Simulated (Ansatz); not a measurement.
# HfO (quintet): the correlation ladder, def2-TZVPP

One table from this session's results is given with a row withheld; the runs are named, their logs left out.

Program: Ansatz 0.2.0, Gaussian basis. Level of theory: def2-TZVPP, core rule «outside noble gas», up to 5 orbitals frozen. These are calculated values, not measurements.

To be run: UHF; CCSD(T) on ROHF; CCSD(T) on UHF; CCSDT(Q) on ROHF; CCSDT(Q) on UHF.

15 further runs of the same task are left out: 11 for a known fault of the program, 4 set aside as unsound or not needed.

## The system

The geometry is a PBE0/def2-TZVP stationary point (not a proven minimum) of the parent state, kept for this charge and spin. No spin-orbit coupling is included. Elements past krypton take def2 core potentials.

2 atoms, charge 0, spin multiplicity 5.

Atoms are counted from 1 here; the program's logs count them from 0.

Bond lengths: Hf1–O2 1.741 Å.

The first run:

Contents of in.yaml:

```yaml
crystal:
  periodic: [false, false, false]
  atoms:
    - {symbol: Hf, position_ang: [0.000000, 0.000000, 0.000000]}
    - {symbol: O, position_ang: [0.000000, 0.000000, 1.741200]}
basis:
  gaussian: {orbitals: def2-TZVPP}
magnetization: {spin_polarized: true, initial_magnetization: 4}
hamiltonian: {xc: hf}
output: {orbitals: {seedname: orbitals}}
```

Run with:

```bash
ansatz run in.yaml --threads 1 --pin off --events-out ev --progress --plain --max-ram 4096MiB --backend cpu
```

Among the steps run: UHF; CCSD(T) on ROHF; CCSD(T) on UHF; CCSDT(Q) on ROHF; CCSDT(Q) on UHF.

One of the session's tables, all rows but one given; the rest of the session is left out.

```
   method  from RCCSDT(Q) (meV)
     ROHF               +7104.5
      UHF               +6919.2
     RMP2                +681.6
     UMP2                     ?
    RCCSD                +285.6
    UCCSD                +197.0
 RCCSD(T)                 +31.4
 UCCSD(T)                 -52.9
   RCCSDT                  +7.4
   UCCSDT                 -74.6
RCCSDT(Q)                     0
UCCSDT(Q)                 -84.9
```

**Question.** Estimate the row for UMP2.

**Answer.** from RCCSDT(Q) (meV): +613.3. In the column «from RCCSDT(Q) (meV)» it lies between RCCSD (+285.6) and RMP2 (+681.6).

Limits of these values: Warnings: coupled cluster took another determinant than the lowest. Restricted and unrestricted rows rest on different reference determinants; where their highest levels disagree by more than a few hundredths of an eV, they describe different states and don't form one ladder.
